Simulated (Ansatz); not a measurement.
# CH5FNOSTa: basis-set convergence

The task here is to estimate one member of a computed series from the others.

Method: one geometry, several basis sets; program: Ansatz 0.2.0, Gaussian basis.

Levels to be run: PBE0-D4/def2-SVP; ωB97M-V/def2-SVP; PBE0-D4/def2-QZVPP; ωB97M-V/def2-QZVPP; the functionals' def2-TZVPP values are taken from earlier runs.

### The geometry

All runs share one geometry, relaxed beforehand with PBE0-D4 in a triple-zeta def2 set. Ta takes the def2 core potential; no spin-orbit term is included.

11 atoms, charge 0, spin multiplicity 1.

Atoms are counted from 1 here; the program's logs count them from 0.

Bond lengths: C1–O2 1.403 Å, C1–H7 1.093 Å, C1–H8 1.093 Å, C1–H9 1.092 Å, O2–Ta3 1.866 Å, Ta3–N4 1.964 Å, Ta3–F5 1.884 Å, Ta3–S6 2.166 Å, N4–H10 1.009 Å, N4–H11 1.011 Å. Angles: O2–C1–H7 110.5°, O2–C1–H8 109.4°, O2–C1–H9 109.3°, H7–C1–H8 109.3°, H7–C1–H9 109.4°, H8–C1–H9 109.0°, C1–O2–Ta3 148.0°, O2–Ta3–N4 109.2°, O2–Ta3–F5 108.1°, O2–Ta3–S6 110.6°, N4–Ta3–F5 110.6°, N4–Ta3–S6 106.5°, F5–Ta3–S6 111.9°, Ta3–N4–H10 125.1°, Ta3–N4–H11 124.1°, H10–N4–H11 110.7°.

As a file:

```
C     0.6272   -1.4726   -1.4209
O    -0.2068   -0.6342   -0.6653
Ta   -0.4549    1.0163    0.1680
N    -0.5265    0.7519    2.1128
F    -2.0703    1.7530   -0.4608
S     1.2305    2.3234   -0.2124
H     1.5214   -0.9330   -1.7424
H     0.9226   -2.3328   -0.8151
H     0.0819   -1.8271   -2.2987
H     0.0484    1.2351    2.7860
H    -1.1082    0.0629    2.5692
```

Set-up of the first run:

in.yaml reads:

```yaml
crystal:
  periodic: [false, false, false]
  atoms:
    - {symbol: C, position_ang: [0.627211, -1.472579, -1.420931]}
    - {symbol: O, position_ang: [-0.206824, -0.634221, -0.665310]}
    - {symbol: Ta, position_ang: [-0.454872, 1.016282, 0.168002]}
    - {symbol: N, position_ang: [-0.526499, 0.751947, 2.112775]}
    - {symbol: F, position_ang: [-2.070311, 1.753041, -0.460814]}
    - {symbol: S, position_ang: [1.230495, 2.323362, -0.212431]}
    - {symbol: H, position_ang: [1.521427, -0.932967, -1.742412]}
    - {symbol: H, position_ang: [0.922553, -2.332769, -0.815075]}
    - {symbol: H, position_ang: [0.081939, -1.827116, -2.298692]}
    - {symbol: H, position_ang: [0.048386, 1.235137, 2.786001]}
    - {symbol: H, position_ang: [-1.108204, 0.062882, 2.569187]}
basis:
  gaussian: {orbitals: def2-SVP}
hamiltonian: {xc: pbe0, dispersion: d4}
output: {orbitals: {seedname: orbitals}}
```

On the command line:

```sh
ansatz run in.yaml --threads 2 --pin off --events-out ev --progress --plain --max-ram 22528MiB --backend cpu
```

Among the steps run: PBE0-D4 in def2-SVP; ωB97M-V in def2-SVP; PBE0-D4 in def2-QZVPP; ωB97M-V in def2-QZVPP.

One table of the session follows, with a row left open; its other results are not shown here.

It belongs to the step «Density functionals: the series». 

```
functional       basis  HOMO (eV)
   PBE0-D4    def2-SVP      -7.40
   PBE0-D4  def2-TZVPP      -7.40
   PBE0-D4  def2-QZVPP      -7.43
   ωB97M-V    def2-SVP      -9.49
   ωB97M-V  def2-TZVPP          ?
   ωB97M-V  def2-QZVPP      -9.55
```

**Question.** Estimate the row for ωB97M-V, def2-TZVPP.

As computed: HOMO (eV): -9.51. In the column «HOMO (eV)» it lies between ωB97M-V, def2-QZVPP (-9.55) and ωB97M-V, def2-SVP (-9.49).
